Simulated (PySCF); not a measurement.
**Ru₂S: singlet, from a PBE minimum start**

The task is one start of a wider search on Ru₂S: the singlet, from a PBE minimum start. It is relaxed, tested by its Hessian and followed downhill if it is a saddle.

Computed with PySCF 2.14.0. Level: PBE, basis S def2-SVP, Ru def2-SVP with ECP28, scalar-relativistic core potentials, no spin–orbit coupling, density fitting.

## Step 1: Where the work starts

3 atoms, charge 0, spin multiplicity 1.

Bond lengths: S1–Ru2 2.134 Å, S1–Ru3 2.134 Å, Ru2–Ru3 2.363 Å. Angles: Ru2–S1–Ru3 67.2°, S1–Ru2–Ru3 56.4°, S1–Ru3–Ru2 56.4°.

```xyz
3
charge 0 multiplicity 1
S     0.0000    0.0000   -1.5367
Ru    1.1815    0.0000    0.2407
Ru   -1.1815    0.0000    0.2407
```

## Step 2: First SCF at the start

One driver script runs all steps and calls PySCF; scf.py shows how it sets up the SCF of each step. The optimiser is the driver's own. After this first run the driver tries any further starts and a stability analysis.

scf.py

```python
from pyscf import gto, scf, dft
mol = gto.M(atom='''
S      0.000000    -0.000000    -1.536689
Ru     1.181507    -0.000000     0.240725
Ru    -1.181507     0.000000     0.240725''',
    basis={'S': 'def2-SVP', 'Ru': 'def2-SVP'},
    ecp={'Ru': 'def2-SVP'},
    charge=0, spin=0)
mf = dft.RKS(mol, xc='PBE')
mf.grids.atom_grid = (50, 194)
aux = {'S': 'def2-universal-JKFIT', 'Ru': 'def2-universal-JKFIT'}
mf = mf.density_fit(auxbasis=aux)
mf.conv_tol = 1e-08
mf.diis_space = 10
mf.max_cycle = 60
mf.init_guess = 'minao'
mf.verbose = 4
mf.kernel()
```

Command:

```
OMP_NUM_THREADS=2 python axn.py task.json out
```

The program printed:

```text
init E= -569.640059367816
  HOMO = -0.805071100819206  LUMO = -0.768966005337729  gap/eV = 0.98247
cycle= 1 E= -585.196512055012  delta_E= -15.6  |g|=  2.9  |ddm|= 4.13
  HOMO = 0.127410999807104  LUMO = 0.178239606566182  gap/eV = 1.38312
cycle= 2 E= -560.850997070172  delta_E= 24.3  |g|= 7.12  |ddm|=  133
  HOMO = -0.246259378518559  LUMO = -0.226248162117144  gap/eV = 0.54453
cycle= 3 E= -587.18593741577  delta_E= -26.3  |g|= 1.21  |ddm|=  133
  HOMO = -0.10894398736352  LUMO = -0.105631848721472  gap/eV = 0.09013
cycle= 4 E= -586.596428654284  delta_E= 0.59  |g|= 1.84  |ddm|= 4.45
  HOMO = -0.14016566451352  LUMO = -0.136691778508809  gap/eV = 0.09453
cycle= 5 E= -587.63731815108  delta_E= -1.04  |g|= 0.32  |ddm|= 3.59
cycle= 6 E= -587.574338214964  delta_E= 0.063  |g|= 0.404  |ddm|=  2.9
  HOMO = -0.173628298420554  LUMO = -0.169843216184992  gap/eV = 0.10300
cycle= 7 E= -587.629857618089  delta_E= -0.0555  |g|= 0.352  |ddm|= 2.72
  HOMO = -0.164330102399378  LUMO = -0.1624005642562  gap/eV = 0.05251
cycle= 8 E= -587.650315940638  delta_E= -0.0205  |g|= 0.253  |ddm|= 0.376
  HOMO = -0.160148183891404  LUMO = -0.157674140751659  gap/eV = 0.06732
cycle= 9 E= -587.656092861411  delta_E= -0.00578  |g|= 0.207  |ddm|= 0.165
  HOMO = -0.149839029264791  LUMO = -0.148836509610763  gap/eV = 0.02728
cycle= 10 E= -587.668795583606  delta_E= -0.0127  |g|= 0.0456  |ddm|= 0.284
cycle= 11 E= -587.669027761424  delta_E= -0.000232  |g|= 0.0456  |ddm|= 0.108
cycle= 12 E= -587.668746998991  delta_E= 0.000281  |g|= 0.0597  |ddm|= 0.0697
cycle= 13 E= -587.669434241361  delta_E= -0.000687  |g|= 0.000895  |ddm|= 0.0473
cycle= 14 E= -587.669434485415  delta_E= -2.44e-07  |g|= 0.00022  |ddm|= 0.00173
cycle= 15 E= -587.669434493015  delta_E= -7.6e-09  |g|= 0.000172  |ddm|= 0.000687
cycle= 16 E= -587.669434503435  delta_E= -1.04e-08  |g|= 2.47e-05  |ddm|= 0.000265
cycle= 17 E= -587.669434503607  delta_E= -1.73e-10  |g|= 1.35e-06  |ddm|= 4.72e-05
Extra cycle  E= -587.669434503584  delta_E= 2.36e-11  |g|= 5.31e-06  |ddm|= 6.59e-05
converged SCF energy = -587.669434503584
```

This step, with its further starts and checks, took 6 s on 2 threads of Arm Neoverse N1, shared host.

No lower closed-shell solution turned up in the test of internal stability.

## Step 3: Relaxation: PBE minimum start, singlet

The program finds C2v symmetry in the start, which this walk keeps. Threshold on the gradient: 0.0003 Eh/bohr, with a further test on the energy change.

Edit scf.py of step 2 so:

```diff
@@ -3,3 +3,3 @@
-S      0.000000    -0.000000    -1.536689
-Ru     1.181507    -0.000000     0.240725
-Ru    -1.181507     0.000000     0.240725''',
+S      0.000000     0.000000    -1.536395
+Ru     1.181507     0.000000     0.241019
+Ru    -1.181507     0.000000     0.241019''',
@@ -16 +15,0 @@
-mf.init_guess = 'minao'
```

Steps of the walk:

```
step  energy (Eh)  change (kJ/mol)  largest symmetric gradient (Eh/bohr)
   0  -587.669435             0.00                               0.00055
   1  -587.669435             0.00                               0.00022
```

The walk took 7 s.

After 1 steps and 0.0 kJ/mol it ends at C2v: Ru–Ru 2.363 Å, S–Ru 2.135 Å (×2); Ru–Ru–S 56.4° (×2), Ru–S–Ru 67.2°.

## Step 4: Is it a minimum? Harmonic modes

On the finer grid the gradient is checked again; gradients at displacements of ±0.02 bohr then give force constants and infrared intensities.

Edit scf.py of step 3 so:

```diff
@@ -3,3 +3,3 @@
-S      0.000000     0.000000    -1.536395
-Ru     1.181507     0.000000     0.241019
-Ru    -1.181507     0.000000     0.241019''',
+S      0.000000     0.000000    -1.536542
+Ru     1.181546     0.000000     0.240849
+Ru    -1.181546     0.000000     0.240849''',
@@ -10 +10 @@
-mf.grids.atom_grid = (50, 194)
+mf.grids.atom_grid = (75, 302)
@@ -13 +13 @@
-mf.conv_tol = 1e-08
+mf.conv_tol = 1e-10
```

The driver hands on the density of the step before, so the log starts near convergence.

Log of the central SCF (cycles and frontier levels):

```text
init E= -587.669521298268
cycle= 1 E= -587.669521295274  delta_E= 2.99e-09  |g|= 5.47e-05  |ddm|= 0.0008
cycle= 2 E= -587.669520220832  delta_E= 1.07e-06  |g|= 0.00105  |ddm|= 0.015
cycle= 3 E= -587.669521290031  delta_E= -1.07e-06  |g|= 0.000153  |ddm|= 0.0141
cycle= 4 E= -587.66952129627  delta_E= -6.24e-09  |g|= 6.94e-05  |ddm|= 0.000646
cycle= 5 E= -587.669521298156  delta_E= -1.89e-09  |g|= 1.23e-05  |ddm|= 0.000667
cycle= 6 E= -587.669521298274  delta_E= -1.18e-10  |g|= 2.57e-06  |ddm|= 0.000164
cycle= 7 E= -587.669521298279  delta_E= -4.77e-12  |g|= 3.28e-07  |ddm|= 2.07e-05
Extra cycle  E= -587.669521298277  delta_E= 2.05e-12  |g|= 1.81e-06  |ddm|= 1.4e-05
converged SCF energy = -587.669521298277
```

The whole step took 52 s.

Geometry: C2v; Ru–Ru 2.363 Å, S–Ru 2.134 Å (×2); Ru–Ru–S 56.4° (×2), Ru–S–Ru 67.2°.

Wavenumbers (cm⁻¹): 252, 364, 501. These are not to be trusted: the point is only loosely found or the SCF state changes between the displacements.

## Step 5: A spin-polarised start

A stability analysis found the closed shell of the lowest minimum unstable towards spin polarisation, so the unrestricted solution is followed.

The program finds C2v symmetry in the start, which may break. The walk stops when the largest gradient is under 0.0003 Eh/bohr and the energy has settled too.

Edit scf.py of step 4 so:

```diff
@@ -3,3 +3,3 @@
-S      0.000000     0.000000    -1.536542
-Ru     1.181546     0.000000     0.240849
-Ru    -1.181546     0.000000     0.240849''',
+S      0.000000     0.000000    -1.536375
+Ru     1.181546     0.000000     0.241016
+Ru    -1.181546     0.000000     0.241016''',
@@ -9,2 +9,2 @@
-mf = dft.RKS(mol, xc='PBE')
-mf.grids.atom_grid = (75, 302)
+mf = dft.UKS(mol, xc='PBE')
+mf.grids.atom_grid = (50, 194)
@@ -13 +13 @@
-mf.conv_tol = 1e-10
+mf.conv_tol = 1e-08
```

Energy and gradient, step by step:

```
step  energy (Eh)  change (kJ/mol)  largest gradient (Eh/bohr)
   0  -587.684811             0.00                     0.02424
   1  -587.685984            -3.08                     0.01070
   2  -587.686272            -3.84                     0.00139
   3  -587.686282            -3.86                     0.00106
   4  -587.686287            -3.87                     0.00054
   5  -587.686287            -3.88                     0.00016
```

The walk took 27 s.

It settles in C2v symmetry, 3.9 kJ/mol below the start, after 5 steps: Ru–Ru 2.368 Å, S–Ru 2.191 Å (×2); Ru–Ru–S 57.3° (×2), Ru–S–Ru 65.4°.

## Step 6: Vibrations and properties at this point

As before: finer grid, then central differences.

Edit scf.py of step 5 so:

```diff
@@ -3,3 +3,3 @@
-S      0.000000     0.000000    -1.536375
-Ru     1.181546     0.000000     0.241016
-Ru    -1.181546     0.000000     0.241016''',
+S      0.000000    -0.000000    -1.592103
+Ru     1.184375    -0.000000     0.249203
+Ru    -1.184375     0.000000     0.249203''',
@@ -10 +10 @@
-mf.grids.atom_grid = (50, 194)
+mf.grids.atom_grid = (75, 302)
@@ -13 +13 @@
-mf.conv_tol = 1e-08
+mf.conv_tol = 1e-10
```

Log of the central SCF (cycles and frontier levels):

```text
init E= -587.686337631343
[... the frontier-level lines of each cycle are left out ...]
cycle= 1 E= -587.686337631254  delta_E= 8.84e-11  |g|= 1.36e-05  |ddm|= 2.48e-05
cycle= 2 E= -587.686337622252  delta_E= 9e-09  |g|= 0.00014  |ddm|= 0.000129
cycle= 3 E= -587.686337630105  delta_E= -7.85e-09  |g|= 5.04e-05  |ddm|= 0.000132
cycle= 4 E= -587.686337631328  delta_E= -1.22e-09  |g|= 7.86e-06  |ddm|= 5.13e-05
cycle= 5 E= -587.686337631362  delta_E= -3.38e-11  |g|= 5.24e-07  |ddm|= 1.16e-05
Extra cycle  E= -587.686337631359  delta_E= 2.61e-12  |g|= 1.33e-06  |ddm|= 6.37e-06
converged SCF energy = -587.686337631359  <S^2> = 1.809931  2S+1 = 2.8704919
```

The whole step took 2.3 min on 2 threads of Arm Neoverse N1, shared host.

Geometry: C2v; Ru–Ru 2.369 Å, S–Ru 2.189 Å (×2); Ru–Ru–S 57.2° (×2), Ru–S–Ru 65.5°.

Modes, for the most abundant isotopes:

| ω (cm⁻¹) | IR (km/mol) |
| --- | --- |
| 207 | 1.9 |
| 288 | 0.6 |
| 432 | 12.4 |

Every mode is real; the point is a minimum.

The SCF density has lower symmetry than the nuclear frame, so the modes carry no labels.

Constants and moments:

* Dipole moment: 1.92 D
* Highest occupied level: -4.43 eV
* Lowest empty level: -3.80 eV
* Rotational constants: 0.1799, 0.05897, 0.04441 cm⁻¹
* Zero-point energy: 5.5 kJ/mol
* Principal polarisabilities: 81.4, 98.8, 124.8 bohr³
* Atomisation energy without zero-point energy: 788 kJ/mol
* Principal traceless quadrupole moments about the centre of mass: -6.79, -3.77, 10.56 D Å
* Entropy at 298.15 K and 1 bar: 305.3 J/(mol K)
* Heat capacity Cp at 298.15 K: 53.9 J/(mol K)
* Enthalpy at 298.15 K above 0 K: 13.24 kJ/mol
* Rotational symmetry number: 2
* Spin squared ⟨S²⟩: 1.810

Populations by atom (charges in e):

```csv
atom,Mulliken,Löwdin,polar tensor,spin (Mulliken),Mayer order to S1
S1,-0.04,0.54,-0.34,0.00,–
Ru2,0.02,-0.27,0.17,1.54,1.44
Ru3,0.02,-0.27,0.17,-1.54,1.44
```

Outer orbital energies (eV). α occupied: -8.03, -7.16, -6.26, -5.69, -5.25, -5.18, -4.45, -4.43; empty: -3.80, -3.69, -3.32, -2.68. β occupied: -8.03, -7.16, -6.26, -5.69, -5.25, -5.18, -4.45, -4.43; empty: -3.80, -3.69, -3.32, -2.68.

Mulliken populations on S1: s 5.89, p 10.07, d 0.08.

## Step 7: Outcome

| quantity | value |
| --- | --- |
| minimum | broken-symmetry (Ms = 0), C2v |
| geometry | Ru–Ru 2.369 Å, S–Ru 2.189 Å (×2); Ru–Ru–S 57.2° (×2), Ru–S–Ru 65.5° |
| wavenumbers (cm⁻¹) | 207, 288, 432 |
| dipole moment | 1.92 D |
| highest occupied, lowest empty level (either spin) | -4.43, -3.80 eV |
| polar-tensor charge of S1 | -0.34 e |
| zero-point energy | 5.5 kJ/mol |
| entropy at 298.15 K | 305.3 J/(mol K) |
| atomisation energy (no zero-point energy) | 788 kJ/mol |
| ⟨S²⟩ | 1.810 |

**Reading.** The molecule stays C2v, as typed, and the end point is a minimum. The determinant is spin-contaminated (⟨S²⟩ = 1.81 against 0.00), so it is no pure spin state. The strongest infrared band lies at 432 cm⁻¹. Other starts or spin states, not run here, may lie lower. The SCF density has lower symmetry than the nuclear frame.

The search up to here took 4.4 min.
